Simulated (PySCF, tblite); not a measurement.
# C₇H₁₀Cl₂: geometry, infrared bands and NMR shifts

Wanted: the infrared bands and NMR shifts of C₇H₁₀Cl₂ (`CC1CC(=CC(Cl)Cl)C1`), by calculation.

Programs: tblite 0.8.0 and PySCF 2.14.0, with density-fitted response routines of our own. Each step states its level of theory. These are calculated values for one molecule in the gas phase, unless marked as measured. Atoms are numbered from 0 throughout.

## (1) The starting structure

19 atoms, charge 0, multiplicity 1; geometry from: force field or distance geometry start.

Bonds of the start (Å): C0–C1 1.50, C1–C2 1.55, C2–C3 1.50, C3–C4 1.34, C4–C5 1.50, C5–Cl6 1.78, C5–Cl7 1.79, C3–C8 1.52, C8–C1 1.56, C0–H9 1.09, C0–H10 1.10, C0–H11 1.10, C1–H12 1.12, C2–H13 1.10, C2–H14 1.10, C4–H15 1.09, C5–H16 1.10, C8–H17 1.09, C8–H18 1.09.

## (2) Optimising the geometry with GFN2-xTB

What the job is given:

```
{"job": {"kind": "relax", "xc": "GFN2-xTB", "basis": "xTB"}, "charge": 0, "multiplicity": 1}
C     -2.666800     0.753700     0.349600
C     -1.263300     0.347200     0.696400
C     -0.124500     0.934700    -0.177400
C      0.470900    -0.440400    -0.089700
C      1.705800    -0.941600    -0.256400
C      2.919900    -0.160000    -0.650900
Cl     3.565000    -0.772400    -2.191600
Cl     4.159300    -0.303400     0.631800
C     -0.842000    -1.098700     0.296200
H     -2.895600     0.583400    -0.704700
H     -3.404500     0.187100     0.939300
H     -2.832900     1.817000     0.561100
H     -1.082300     0.530900     1.786700
H     -0.435900     1.243000    -1.189700
H      0.412500     1.769200     0.289300
H      1.842900    -2.008200    -0.109400
H      2.710100     0.907800    -0.776900
H     -0.836100    -1.817400     1.121900
H     -1.412500    -1.522600    -0.533000
```

Started as:

```bash
$ OMP_NUM_THREADS=1 python probes_run.py task.json out
```

One launch serves the whole session: the jobs run in the order shown.

**Question.** This job is followed by: GFN2-xTB harmonic vibrations, gas phase; GIAO PBE0/pcSseg-1 NMR shielding, non-relativistic, gas phase. Predict these results of the whole session: strongest single infrared mode (GFN2-xTB); zero-point energy (GFN2-xTB); 13C shifts against TMS (PBE0/pcSseg-1); 1H shifts against TMS (PBE0/pcSseg-1, means over atoms taken as alike); 35Cl shifts against HCl (PBE0/pcSseg-1, means over atoms taken as alike).

As calculated:

| quantity | value |
| --- | --- |
| strongest single infrared mode (GFN2-xTB) | 1759 cm⁻¹, 77 km/mol |
| zero-point energy (GFN2-xTB) | 94.2 kcal/mol |
| 13C shifts against TMS (PBE0/pcSseg-1) | 148.3, 133.6, 82.1, 38.1, 35.4, 25.6, 24.5 ppm |
| 1H shifts against TMS (PBE0/pcSseg-1, means over atoms taken as alike) | 6.15, 5.79, 3.01, 2.97, 2.40, 2.33, 2.25, 1.18 ppm |
| 35Cl shifts against HCl (PBE0/pcSseg-1, means over atoms taken as alike) | 306 ppm |

Relaxing lowered the energy by 0.197 eV in 120 steps; the close pair that moved most is C1–H12, from 1.120 to 1.091 Å. No mode is imaginary among the 51: a minimum at this level. The strongest single mode, at 1759 cm⁻¹, moves mainly C3 and C4. Unscaled tight-binding wavenumbers are off by several per cent, some by more. Its intensities can rank the bands wrongly. C5 stands next to heavy halogen, whose spin-orbit shielding this run leaves out, so the computed shift lies too far downfield, most of all for carbon beside Br or I. The most deshielded hydrogen is H16 (hydrogen on an allylic sp3 CH bonded to 2 Cl), at 6.15 ppm: its carbon carries Cl, hence the downfield position. At PBE0/pcSseg-1: The widest tensor belongs to Cl6, Cl7: span 687 ppm, with a paramagnetic part of -500 ppm.
